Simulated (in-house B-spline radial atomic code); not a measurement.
**Br⁶⁺: ionisation energy by several methods**

How far do functionals differ on the ionisation energy of Br⁶⁺? Each run solves Br⁶⁺ and then the next ion ([Ar] 3d10).

Method: non-relativistic, several functionals, spin-polarised, exact exchange averaged over the configuration; spherical all-electron atom at the radial basis limit. Code: in-house B-spline radial atomic code version 1.

## Step 1: What is computed

| Property | Result |
| --- | --- |
| element | bromine (Z = 35) |
| charge | +6 |
| electrons | 29 |
| configuration | [Ar] 3d10 4s1 |
| nucleus | point |

Outer shells as boxes (Hund's rule):

[Ar] 3d10 4s1
```
[Ar] core
3d [↑↓][↑↓][↑↓][↑↓][↑↓]
4s [↑ ]
```

Where spins are not typed, each open shell is filled with up spins first.

## Step 2: M06-2X, a global hybrid

Settings, as recorded:

```ini
Z = 35
electrons = 29.0
configuration = [Ar] 3d10 4s1
hamiltonian = nr
method = m062x
spin_polarised = True
exact_exchange = averaged over the configuration
```

Started as:

```console
$ python run_scf.py task.json out
```

The settings of every run stand in task.json; they run in order.

From the run's result record (rounded, not every field):

```text
{
  "status": "converged",
  "scf [iteration, energy, orbital gradient]": [
    [1, -2564.67717914, 0.118],
    [2, -2564.68867427, 0.00834],
    [3, -2564.68930158, 0.00198],
    [4, -2564.68931686, 0.000873],
    [5, -2564.68931986, 0.000116],
    [6, -2564.68931996, 6.79e-05],
    [7, -2564.68932001, 4.96e-06],
    [8, -2564.68932001, 8.08e-07],
    [9, -2564.68932001, 3.86e-08]
  ],
  "energy [hartree]": {"total": -2564.68932001, "kinetic": 2563.29645473, "nuclear": -6035.39597042, "coulomb": 996.348101465, "exact_exchange": -47.1571196189, "xc": -41.7807861615},
  "orbitals [hartree, bohr; first row names the columns]": [
    ["name", "occ", "eps", "<r>", "<r^2>", "<1/r>", "r_max", "density_at_nucleus", "spin_orbit_zeta"],
    ["1s up", 1.0, -488.73135, 0.043718, 0.0025592, 34.479, 0.028845, 13262.0, "-"],
    ["1s down", 1.0, -488.72207, 0.043719, 0.0025593, 34.478, 0.028845, 13261.0, "-"],
    ["2s up", 1.0, -66.675233, 0.19391, 0.044257, 7.6406, 0.16308, 1297.1, "-"],
    ["2s down", 1.0, -66.661629, 0.19394, 0.044272, 7.6394, 0.16309, 1296.7, "-"],
    ["2p up", 3.0, -60.498074, 0.16714, 0.034145, 7.6299, 0.12876, "-", 1.114],
    ["2p down", 3.0, -60.492345, 0.16715, 0.034146, 7.6299, 0.12876, "-", 1.114],
    ["3s up", 1.0, -12.331589, 0.56076, 0.36093, 2.5327, 0.49307, 208.24, "-"],
    ["3s down", 1.0, -12.304635, 0.56177, 0.3624, 2.5283, 0.49351, 207.52, "-"],
    ["3p up", 3.0, -10.143052, 0.56539, 0.37348, 2.4279, 0.48389, "-", 0.16111],
    ["3p down", 3.0, -10.131127, 0.56542, 0.37362, 2.4283, 0.48393, "-", 0.1612],
    ["3d up", 5.0, -6.1786703, 0.57409, 0.40318, 2.1889, 0.42731, "-", 0.016178],
    ["3d down", 5.0, -6.1719791, 0.57475, 0.40466, 2.1882, 0.4273, "-", 0.016176],
    ["4s up", 1.0, -3.5888681, 1.4613, 2.3923, 0.90806, 1.335, 31.924, "-"]
  ],
  "sum_r [bohr^k]": {"-1": 172.4399, "1": 13.19859, "2": 9.694592},
  "density_at_nucleus [bohr^-3]": 29564.28,
  "spin_density_at_nucleus [bohr^-3]": 33.34183,
  "mass_velocity [hartree]": -117.4197,
  "darwin [hartree]": 86.55376,
  "radius_at_0.001 [bohr]": 2.547,
  "radius_enclosing_fraction [bohr]": {"0.5": 0.4007, "0.9": 0.8788, "0.99": 1.727},
  "slater [hartree]": {
    "F0(3d up,3d up)": 1.5932,
    "F2(3d up,3d up)": 0.76764,
    "F4(3d up,3d up)": 0.48387,
    "F0(3d up,3d down)": 1.5927,
    "F2(3d up,3d down)": 0.76723,
    "F4(3d up,3d down)": 0.48359,
    "F0(3d up,4s up)": 0.77379,
    "G2(3d up,4s up)": 0.069505,
    "F0(3d down,3d down)": 1.5921,
    "F2(3d down,3d down)": 0.76681,
    "F4(3d down,3d down)": 0.4833,
    "F0(3d down,4s up)": 0.77367,
    "F0(4s up,4s up)": 0.61489
  },
  "ionisation_energy [hartree]": 3.73762671
}
```

It took 0.31 s on 1 thread, shared host.

The run also solves the next ion with the same method; the record keeps the difference, ionisation_energy. radius_at_0.001 is where the density falls to 0.001 electrons per bohr³. Meta-GGA runs start from a PBE run whose iterations are not counted.

Radial density 4πr²n(r) and radial functions P(r) = rR(r):

| r (bohr) | 4πr²n | 3d down | 4s up |
| --- | --- | --- | --- |
| 0.00326 | 3.143 | 0.0000 | 0.0582 |
| 0.00481 | 6.140 | 0.0001 | 0.0811 |
| 0.00708 | 11.35 | 0.0002 | 0.1097 |
| 0.0104 | 19.42 | 0.0007 | 0.1419 |
| 0.0154 | 30.10 | 0.0022 | 0.1718 |
| 0.0226 | 39.62 | 0.0063 | 0.1837 |
| 0.0333 | 42.61 | 0.0180 | 0.1541 |
| 0.0491 | 37.74 | 0.0486 | 0.0559 |
| 0.0723 | 36.08 | 0.1220 | -0.1126 |
| 0.106 | 46.34 | 0.2752 | -0.2790 |
| 0.157 | 49.27 | 0.5552 | -0.2823 |
| 0.231 | 33.03 | 0.9300 | 0.0104 |
| 0.340 | 30.20 | 1.2510 | 0.4162 |
| 0.501 | 33.88 | 1.2818 | 0.4292 |
| 0.738 | 17.77 | 0.9587 | -0.1709 |
| 1.09 | 4.250 | 0.4828 | -0.8544 |
| 1.60 | 1.026 | 0.1466 | -0.8844 |
| 2.36 | 0.1450 | 0.0183 | -0.3761 |
| 3.47 | 0.003356 | 0.0006 | -0.0579 |
| 5.11 | 4.220e-06 | 0.0000 | -0.0021 |

Clear maxima of the radial density (full grid of the record): 0.033, 0.13, 0.41 bohr.

## Step 3: ωB97X, a range-separated hybrid

The settings differ from step 2 so:

```diff
@@ -4,3 +4,3 @@
 hamiltonian = nr
-method = m062x
+method = wb97x
 spin_polarised = True
```

Results of the run:

```text
{
  "status": "converged",
  "iterations": 10,
  "energy [hartree]": {"total": -2564.64799571, "kinetic": 2563.41635602, "nuclear": -6034.92114012, "coulomb": 995.72672579, "exact_exchange": -17.8610668215, "xc": -71.0088705701},
  "orbitals [hartree, bohr; first row names the columns]": [
    ["name", "occ", "eps", "<r>"],
    ["1s up", 1.0, -486.00511, 0.043678],
    ["1s down", 1.0, -485.99853, 0.043678],
    ["2s up", 1.0, -65.82995, 0.19354],
    ["2s down", 1.0, -65.823835, 0.19354],
    ["2p up", 3.0, -59.648655, 0.1671],
    ["2p down", 3.0, -59.644176, 0.1671],
    ["3s up", 1.0, -12.09667, 0.5601],
    ["3s down", 1.0, -12.087178, 0.56032],
    ["3p up", 3.0, -9.9172952, 0.56607],
    ["3p down", 3.0, -9.9112145, 0.56559],
    ["3d up", 5.0, -6.0351977, 0.5774],
    ["3d down", 5.0, -6.0271682, 0.57487],
    ["4s up", 1.0, -3.6499239, 1.4424]
  ],
  "sum_r [bohr^k]": {"-1": 172.4263, "1": 13.19619, "2": 9.659748},
  "ionisation_energy [hartree]": 3.70947832
}
```

It took 0.47 s on 1 thread, shared host.

## Step 4: BHandHLYP, a global hybrid

The settings differ from step 3 so:

```diff
@@ -4,3 +4,3 @@
 hamiltonian = nr
-method = wb97x
+method = bhandhlyp
 spin_polarised = True
```

Results of the run:

```text
{
  "status": "converged",
  "iterations": 9,
  "energy [hartree]": {"total": -2564.60521162, "kinetic": 2563.34144686, "nuclear": -6034.84585952, "coulomb": 995.73519855, "exact_exchange": -43.668507407, "xc": -45.1674901011},
  "orbitals [hartree, bohr; first row names the columns]": [
    ["name", "occ", "eps", "<r>"],
    ["1s up", 1.0, -489.00071, 0.043677],
    ["1s down", 1.0, -488.99095, 0.043678],
    ["2s up", 1.0, -66.864144, 0.19337],
    ["2s down", 1.0, -66.852715, 0.19339],
    ["2p up", 3.0, -60.507274, 0.1671],
    ["2p down", 3.0, -60.501554, 0.16711],
    ["3s up", 1.0, -12.454667, 0.55893],
    ["3s down", 1.0, -12.428974, 0.55961],
    ["3p up", 3.0, -10.186446, 0.56558],
    ["3p down", 3.0, -10.173302, 0.56514],
    ["3d up", 5.0, -6.1594393, 0.57657],
    ["3d down", 5.0, -6.1492268, 0.57537],
    ["4s up", 1.0, -3.6185726, 1.4544]
  ],
  "sum_r [bohr^k]": {"-1": 172.4242, "1": 13.20158, "2": 9.683938},
  "ionisation_energy [hartree]": 3.75572333
}
```

It took 0.22 s on 1 thread, shared host.

## Step 5: LC-ωPBE, a range-separated hybrid

The settings differ from step 4 so:

```diff
@@ -4,3 +4,3 @@
 hamiltonian = nr
-method = bhandhlyp
+method = lc_wpbe
 spin_polarised = True
```

Results of the run:

```text
{
  "status": "converged",
  "iterations": 10,
  "energy [hartree]": {"total": -2564.22059804, "kinetic": 2562.79007319, "nuclear": -6033.71780058, "coulomb": 995.109845992, "exact_exchange": -6.42632236764, "xc": -81.9763942697},
  "orbitals [hartree, bohr; first row names the columns]": [
    ["name", "occ", "eps", "<r>"],
    ["1s up", 1.0, -484.61903, 0.04368],
    ["1s down", 1.0, -484.61414, 0.043681],
    ["2s up", 1.0, -65.361354, 0.19363],
    ["2s down", 1.0, -65.358233, 0.19363],
    ["2p up", 3.0, -59.265925, 0.1671],
    ["2p down", 3.0, -59.262445, 0.1671],
    ["3s up", 1.0, -11.958986, 0.56085],
    ["3s down", 1.0, -11.950044, 0.56059],
    ["3p up", 3.0, -9.8209021, 0.56667],
    ["3p down", 3.0, -9.8107921, 0.56589],
    ["3d up", 5.0, -6.0004499, 0.57846],
    ["3d down", 5.0, -5.9881252, 0.57635],
    ["4s up", 1.0, -3.6862238, 1.4432]
  ],
  "sum_r [bohr^k]": {"-1": 172.3919, "1": 13.21364, "2": 9.696556},
  "ionisation_energy [hartree]": 3.76490361
}
```

Wall time 0.44 s (1 thread, shared host).

## Step 6: B97-1, a global hybrid

The settings differ from step 5 so:

```diff
@@ -4,3 +4,3 @@
 hamiltonian = nr
-method = lc_wpbe
+method = b97_1
 spin_polarised = True
```

Results of the run:

```text
{
  "status": "converged",
  "iterations": 9,
  "energy [hartree]": {"total": -2564.45835121, "kinetic": 2562.97035577, "nuclear": -6034.38746382, "coulomb": 995.627615974, "exact_exchange": -18.3347188108, "xc": -70.3341403149},
  "orbitals [hartree, bohr; first row names the columns]": [
    ["name", "occ", "eps", "<r>"],
    ["1s up", 1.0, -486.26169, 0.043683],
    ["1s down", 1.0, -486.25452, 0.043683],
    ["2s up", 1.0, -65.868869, 0.19357],
    ["2s down", 1.0, -65.861395, 0.19358],
    ["2p up", 3.0, -59.66379, 0.16714],
    ["2p down", 3.0, -59.658771, 0.16714],
    ["3s up", 1.0, -12.028596, 0.56018],
    ["3s down", 1.0, -12.014039, 0.56035],
    ["3p up", 3.0, -9.8401087, 0.56602],
    ["3p down", 3.0, -9.83044, 0.56564],
    ["3d up", 5.0, -5.9456737, 0.5768],
    ["3d down", 5.0, -5.9363105, 0.57576],
    ["4s up", 1.0, -3.5358858, 1.4484]
  ],
  "sum_r [bohr^k]": {"-1": 172.4111, "1": 13.20411, "2": 9.686424},
  "ionisation_energy [hartree]": 3.73937076
}
```

Wall time 0.21 s (1 thread, shared host).

## Step 7: r2SCAN0, a global hybrid

The settings differ from step 6 so:

```diff
@@ -4,3 +4,3 @@
 hamiltonian = nr
-method = b97_1
+method = r2scan0
 spin_polarised = True
```

Results of the run:

```text
{
  "status": "converged",
  "iterations": 9,
  "energy [hartree]": {"total": -2564.56706585, "kinetic": 2563.23925511, "nuclear": -6034.77322937, "coulomb": 995.773694815, "exact_exchange": -21.8364456654, "xc": -66.9703407446},
  "orbitals [hartree, bohr; first row names the columns]": [
    ["name", "occ", "eps", "<r>"],
    ["1s up", 1.0, -487.57639, 0.043687],
    ["1s down", 1.0, -487.56896, 0.043688],
    ["2s up", 1.0, -66.367046, 0.19337],
    ["2s down", 1.0, -66.360817, 0.19339],
    ["2p up", 3.0, -60.046181, 0.16712],
    ["2p down", 3.0, -60.042078, 0.16712],
    ["3s up", 1.0, -12.255045, 0.55905],
    ["3s down", 1.0, -12.238686, 0.55935],
    ["3p up", 3.0, -10.002282, 0.56551],
    ["3p down", 3.0, -9.9913211, 0.56497],
    ["3d up", 5.0, -6.010212, 0.57717],
    ["3d down", 5.0, -5.9977858, 0.57467],
    ["4s up", 1.0, -3.5713112, 1.4516]
  ],
  "sum_r [bohr^k]": {"-1": 172.4221, "1": 13.19757, "2": 9.672389},
  "ionisation_energy [hartree]": 3.7378975
}
```

Run time: 0.29 s. Hardware: 1 thread, shared host.

## Step 8: Results

| method | rung | total energy (hartree) | ΔSCF (eV) | −ε highest (eV) | ΔSCF less tabulated (eV) |
| --- | --- | --- | --- | --- | --- |
| M06-2X | global hybrid | -2564.6893 | 101.71 | 97.66 (4s up) | -1.32 |
| BHandHLYP | global hybrid | -2564.6052 | 102.20 | 98.47 (4s up) | -0.83 |
| B97-1 | global hybrid | -2564.4584 | 101.75 | 96.22 (4s up) | -1.28 |
| r2SCAN0 | global hybrid | -2564.5671 | 101.71 | 97.18 (4s up) | -1.32 |
| ωB97X | range-separated hybrid | -2564.6480 | 100.94 | 99.32 (4s up) | -2.09 |
| LC-ωPBE | range-separated hybrid | -2564.2206 | 102.45 | 100.31 (4s up) | -0.58 |

What this shows: The tabulated ionisation energy is 103.03 ± 0.19 eV (semi-empirical; NIST Atomic Spectra Database). LC-ωPBE comes nearest (-0.58 eV) and ωB97X is farthest (-2.09 eV, 2.0 %). These runs lack relativity altogether, which can outweigh the gaps between the methods, so the nearest may be so by luck. These runs leave out relativity, which matters at this nuclear charge.

What each method cost (CPU seconds, one thread, shared host; runs marked * also made radial tables):

| method | CPU time | miss (eV) |
| --- | --- | --- |
| B97-1 | 0.21 s | -1.28 |
| BHandHLYP* | 0.22 s | -0.83 |
| r2SCAN0 | 0.29 s | -1.32 |
| M06-2X* | 0.31 s | -1.32 |
| LC-ωPBE | 0.44 s | -0.58 |
| ωB97X* | 0.47 s | -2.09 |
